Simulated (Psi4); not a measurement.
# triplet C2HBF2 at 4 levels

Wanted: a comparison of 4 runs (U-revPBE/def2-SVPD, UM06-L/def2-SVPD, UPBE/def2-SVPD, UTPSS/def2-SVPD) of triplet C2HBF2. 

The results are computed with Psi4 1.11.

2 further runs of the same task are left out: 2 set aside as unsound or not needed.

**1. Starting point**

The species is C2HBF2 (6 atoms), meant as a triplet with charge 0. As SMILES of the parent species, `C#CB(F)F`. The coordinates come from a PBE0-D4/def2-TZVP relaxation. That shape belongs to the parent species and isn't relaxed for this state.

Bond lengths: C1–C2 1.203 Å, C2–B3 1.521 Å, B3–F4 1.316 Å, B3–F5 1.316 Å, C1–H6 1.066 Å. Angles: C1–C2–B3 180.0°, C2–B3–F4 121.1°, C2–B3–F5 121.1°, F4–B3–F5 117.8°, C2–C1–H6 180.0°.

**2. Energy and forces at U-revPBE/def2-SVPD (run 1)**

Input file input.json:

```json
{
  "schema_name": "qcschema_input",
  "schema_version": 1,
  "molecule": {
    "schema_name": "qcschema_molecule",
    "schema_version": 2,
    "symbols": ["C", "C", "B", "F", "F", "H"],
    "geometry": [-1.66995098, 0.85188854, 2.36858272, -0.41309413, 0.20068891, 0.58902763, 1.17540965, -0.62209784, -1.65993543, 0.29026193, -2.22893196, -3.33839017, 3.4803086, 0.24887693, -1.99196031, -2.78356658, 1.42863295, 3.94555918],
    "molecular_charge": 0,
    "molecular_multiplicity": 3,
    "fix_symmetry": "c1",
    "fix_com": true,
    "fix_orientation": true
  },
  "driver": "gradient",
  "model": {
    "method": "revpbe",
    "basis": "def2-SVPD"
  },
  "keywords": {
    "reference": "uks",
    "puream": true,
    "e_convergence": 1e-09,
    "d_convergence": 1e-08,
    "scf_type": "pk",
    "dft_radial_points": 99,
    "dft_spherical_points": 590,
    "maxiter": 100
  }
}
```

Command:

```sh
psi4 --qcschema input.json -n 1 --memory 1600MB
```

stdout:

```text
[...]
  Running in c1 symmetry.
[...]
  Nuclear repulsion =  133.521777317090567
[...]
  Multiplicity = 3
[...]
  Nalpha       = 19
  Nbeta        = 17
[...]
    Number of basis functions: 114
[...]
   @UKS iter   1:  -300.65388282779168   -1.51057e-01   5.80825e-03 ADIIS/DIIS
[...]
   @UKS iter  14:  -300.92466905479660   -8.81073e-12   7.41051e-09 DIIS
[...]
   @S^2 Observed:                2.004565077E+00
[...]
  @UKS Final Energy:  -300.92466905479660
   => Energetics <=
    Nuclear Repulsion Energy =            133.5217773170905673
    One-Electron Energy =                -678.6714382763888125
    Two-Electron Energy =                 280.3015523747378666
    DFT Exchange-Correlation Energy =     -36.0765604702362666
    Empirical Dispersion Energy =           0.0000000000000000
    VV10 Nonlocal Energy =                  0.0000000000000000
    Total Energy =                       -300.9246690547965954
[...]
 Multipole Moments:
 ------------------------------------------------------------------------------------
     Multipole            Electronic (a.u.)      Nuclear  (a.u.)        Total (a.u.)
 ------------------------------------------------------------------------------------
 L = 1.  Multiply by 2.5417464519 to convert [e a0] to [Debye]
 Dipole X            :        -25.2555526           24.5303458           -0.7252068
 Dipole Y            :         13.5627820          -13.1868868            0.3758952
 Dipole Z            :         35.6087547          -34.5816102            1.0271445
 Magnitude           :                                                    1.3123445
[...]
  -Total Gradient:
     Atom            X                  Y                   Z
    ------   -----------------  -----------------  -----------------
       1        0.121852921597    -0.063139133149    -0.172509722603
       2       -0.128478624363     0.066560531660     0.181893065000
       3        0.022338112515    -0.011481709534    -0.031504081266
       4        0.016088630259     0.026289748996     0.026370943464
       5       -0.037486796702    -0.015288316578     0.003808843024
       6        0.005662867248    -0.002929207956    -0.008026655752
[...]
```

The result, in JSON:

```text
{
 "driver": "gradient",
 "model": {
  "method": "revpbe",
  "basis": "def2-SVPD"
 },
 "success": true,
 "return_result": [0.12185292159674098, -0.0631391331491374, -0.17250972260286032, -0.12847862436255691, 0.06656053165990826, 0.18189306500030933, 0.022338112515236264, -0.011481709533880918, -0.031504081265785217, 0.016088630259380787, 0.026289748995713014, 0.026370943463696617, -0.037486796701881875, -0.015288316578356054, 0.0038088430240769203, 0.005662867248404313, -0.0029292079561372975, -0.00802665575228595],
 "properties": {
  "calcinfo_nbasis": 114,
  "calcinfo_nmo": 114,
  "calcinfo_nalpha": 19,
  "calcinfo_nbeta": 17,
  "calcinfo_natom": 6,
  "nuclear_repulsion_energy": 133.52177731709057,
  "return_energy": -300.9246690547966,
  "return_gradient": [0.12185292159674098, -0.0631391331491374, -0.17250972260286032, -0.12847862436255691, 0.06656053165990826, 0.18189306500030933, 0.022338112515236264, -0.011481709533880918, -0.031504081265785217, 0.016088630259380787, 0.026289748995713014, 0.026370943463696617, -0.037486796701881875, -0.015288316578356054, 0.0038088430240769203, 0.005662867248404313, -0.0029292079561372975, -0.00802665575228595],
  "scf_one_electron_energy": -678.6714382763888,
  "scf_two_electron_energy": 280.30155237473787,
  "scf_xc_energy": -36.07656047023627,
  "scf_dipole_moment": [-0.7252068294660816, 0.37589521016969485, 1.0271445226866618],
  "scf_total_energy": -300.9246690547966,
  "scf_total_gradient": [0.12185292159674098, -0.0631391331491374, -0.17250972260286032, -0.12847862436255691, 0.06656053165990826, 0.18189306500030933, 0.022338112515236264, -0.011481709533880918, -0.031504081265785217, 0.016088630259380787, 0.026289748995713014, 0.026370943463696617, -0.037486796701881875, -0.015288316578356054, 0.0038088430240769203, 0.005662867248404313, -0.0029292079561372975, -0.00802665575228595],
  "scf_iterations": 14
 }
}
```

It took 28 s on 1 thread of AMD EPYC 9R45 (Zen 5), shared host; peak memory 0.66 GiB.

**3. The energy at UM06-L/def2-SVPD (run 2)**

Input file calc.in:

```
memory 1.6 GB

molecule {
  0 3
  C     -1.66995098     0.85188854     2.36858272
  C     -0.41309413     0.20068891     0.58902763
  B      1.17540965    -0.62209784    -1.65993543
  F      0.29026193    -2.22893196    -3.33839017
  F      3.48030860     0.24887693    -1.99196031
  H     -2.78356658     1.42863295     3.94555918
  units bohr
  symmetry c1
  no_reorient
  no_com
}

set basis def2-SVPD
set reference uks
set puream true
set e_convergence 1e-09
set d_convergence 1e-08
set scf_type pk
set dft_radial_points 99
set dft_spherical_points 590
set maxiter 100

energy_value, wavefunction = energy("m06-l", return_wfn=True)
oeprop(wavefunction, "QUADRUPOLE", "MAYER_INDICES", "WIBERG_LOWDIN_INDICES")
```

Command:

```sh
psi4 -n 1 calc.in calc.out
```

calc.out:

```text
[...]
  Running in c1 symmetry.
[...]
  Nuclear repulsion =  133.521777317090567
[...]
  Multiplicity = 3
[...]
  Nalpha       = 19
  Nbeta        = 17
[...]
    Number of basis functions: 114
[...]
   @UKS iter   1:  -300.77803287639819   -3.10722e-01   5.35632e-03 ADIIS/DIIS
[...]
   @UKS iter  14:  -300.96654974447478   -3.12639e-12   8.76171e-09 DIIS
[...]
   @S^2 Observed:                2.009463092E+00
[...]
    Orbital Energies [Eh]
    ---------------------
    Alpha Occupied:
       1A    -24.506189     2A    -24.506153     3A    -10.141256
       4A    -10.133124     5A     -6.732412     6A     -1.189036
       7A     -1.162575     8A     -0.810726     9A     -0.587531
      10A     -0.531558    11A     -0.492769    12A     -0.485320
      13A     -0.442357    14A     -0.385855    15A     -0.385339
      16A     -0.378929    17A     -0.360940    18A     -0.358197
      19A     -0.114919
    Alpha Virtual:
      20A     -0.078035    21A      0.015233    22A      0.028234
      23A      0.066658    24A      0.066962    25A      0.096619
[...]
  @UKS Final Energy:  -300.96654974447478
   => Energetics <=
    Nuclear Repulsion Energy =            133.5217773170905673
    One-Electron Energy =                -678.8647273344529367
    Two-Electron Energy =                 280.5526755554855072
    DFT Exchange-Correlation Energy =     -36.1762752825979490
    Empirical Dispersion Energy =           0.0000000000000000
    VV10 Nonlocal Energy =                  0.0000000000000000
    Total Energy =                       -300.9665497444747757
[...]
 Multipole Moments:
 ------------------------------------------------------------------------------------
     Multipole            Electronic (a.u.)      Nuclear  (a.u.)        Total (a.u.)
 ------------------------------------------------------------------------------------
 L = 1.  Multiply by 2.5417464519 to convert [e a0] to [Debye]
 Dipole X            :        -25.3368426           24.5303458           -0.8064969
 Dipole Y            :         13.6048605          -13.1868868            0.4179737
 Dipole Z            :         35.7238574          -34.5816102            1.1422472
 Magnitude           :                                                    1.4594067
 L = 2.  Multiply by 1.3450342976 to convert [e a0^2] to [Debye ang]
 Quadrupole XX       :       -162.4138299          142.1836798          -20.2301501
 Quadrupole XY       :         14.2598413          -14.6931372           -0.4332959
[...]
```

Run time: 53 s. Hardware: 1 thread of AMD EPYC 9R45 (Zen 5), shared host; peak memory 0.66 GiB.

Run 3 isn't shown in full; the table further down has it.

**4. Energy and gradient at UTPSS/def2-SVPD (run 4)**

Input file run.py:

```python
import numpy as np
from ase.calculators.psi4 import Psi4
from ase import Atoms

atoms = Atoms(['C', 'C', 'B', 'F', 'F', 'H'], positions=[
    [-0.883700, 0.450800, 1.253400],
    [-0.218600, 0.106200, 0.311700],
    [0.622000, -0.329200, -0.878400],
    [0.153600, -1.179500, -1.766600],
    [1.841700, 0.131700, -1.054100],
    [-1.473000, 0.756000, 2.087900],
])
calc = Psi4(atoms=atoms, method='tpss', basis='def2-SVPD', memory='1600MB', num_threads=1, charge=0, multiplicity=3, label='calc', reference='uks')
calc.psi4.set_options({'puream': True, 'e_convergence': 1e-09, 'd_convergence': 1e-08, 'scf_type': 'pk', 'dft_radial_points': 99, 'dft_spherical_points': 590, 'maxiter': 100})
atoms.calc = calc

forces = atoms.get_forces()
print(f'energy: {atoms.get_potential_energy():.6f} eV')
print('forces / eV A^-1')
print(np.round(forces, 5))
```

Command:

```sh
python run.py
```

calc.dat:

```text
[...]
  Running in c1 symmetry.
[...]
  Nuclear repulsion =  133.521777161654995
[...]
  Multiplicity = 3
[...]
  Nalpha       = 19
  Nbeta        = 17
[...]
    Number of basis functions: 114
[...]
   @UKS iter   1:  -300.81574129722890   -2.11777e-01   5.59608e-03 ADIIS/DIIS
[...]
   @UKS iter  16:  -301.04188801302672   -2.38742e-12   5.48878e-09 DIIS
[...]
   @S^2 Observed:                2.005776556E+00
[...]
  @UKS Final Energy:  -301.04188801302672
   => Energetics <=
    Nuclear Repulsion Energy =            133.5217771616549953
    One-Electron Energy =                -678.7473668343759527
    Two-Electron Energy =                 280.4023519773736552
    DFT Exchange-Correlation Energy =     -36.2186503176794261
    Empirical Dispersion Energy =           0.0000000000000000
    VV10 Nonlocal Energy =                  0.0000000000000000
    Total Energy =                       -301.0418880130267212
[...]
 Multipole Moments:
 ------------------------------------------------------------------------------------
     Multipole            Electronic (a.u.)      Nuclear  (a.u.)        Total (a.u.)
 ------------------------------------------------------------------------------------
 L = 1.  Multiply by 2.5417464519 to convert [e a0] to [Debye]
 Dipole X            :          2.2898606           -3.0839325           -0.7940719
 Dipole Y            :         -1.1860596            1.5975756            0.4115160
 Dipole Z            :         -3.2418882            4.3665212            1.1246330
 Magnitude           :                                                    1.4369047
[...]
  -Total Gradient:
     Atom            X                  Y                   Z
    ------   -----------------  -----------------  -----------------
       1        0.114897106119    -0.059532668723    -0.162659337198
       2       -0.128352255935     0.066495978125     0.181714759661
       3        0.028061803155    -0.014450937531    -0.039611973886
       4        0.017096577720     0.025255700892     0.024216849801
       5       -0.035688363070    -0.015706419022     0.001991150336
       6        0.003953482814    -0.002045161710    -0.005606656904
[...]
```

Standard output:

```text
energy: -8191.767024 eV
forces / eV A^-1
[[-5.90825  3.06129  8.36428]
 [ 6.60014 -3.41936 -9.34415]
 [-1.443    0.7431   2.03693]
 [-0.87914 -1.2987  -1.24528]
 [ 1.83517  0.80766 -0.10239]
 [-0.2033   0.10517  0.28831]]
```

It took 75 s on 1 thread of AMD EPYC 9R45 (Zen 5), shared host; peak memory 0.66 GiB.

**5. All runs side by side**

| run | level | task | energy (Eh) | dipole moment (D) | HOMO energy (eV) | ⟨S²⟩ | wall time |
| --- | --- | --- | --- | --- | --- | --- | --- |
| 1 | U-revPBE/def2-SVPD | gradient | -300.924669 | 3.34 | -3.52 | 2.005 | 28 s |
| 2 | UM06-L/def2-SVPD | energy | -300.966550 | 3.71 | -3.13 | 2.009 | 53 s |
| 3 | UPBE/def2-SVPD | gradient | -300.692680 | 3.36 | -3.58 | 2.004 | 28 s |
| 4 | UTPSS/def2-SVPD | gradient | -301.041888 | 3.65 | -3.09 | 2.006 | 75 s |

**6. Results**

| quantity | value |
| --- | --- |
| run 4: total energy | -301.04189 Eh |
| run 4: dipole moment | 3.65 D |
| run 4: HOMO energy (highest over α and β) | -3.09 eV |
| run 4: ⟨S²⟩ | 2.006 |
| run 4: largest force on an atom | 11.940 eV/Å |

What this shows: The dipole moment (its size) runs from 3.34 D (U-revPBE/def2-SVPD) to 3.71 D (UM06-L/def2-SVPD). Totals of different functionals can't be ranked against each other. All runs together took 3.1 min, the longest 75 s.
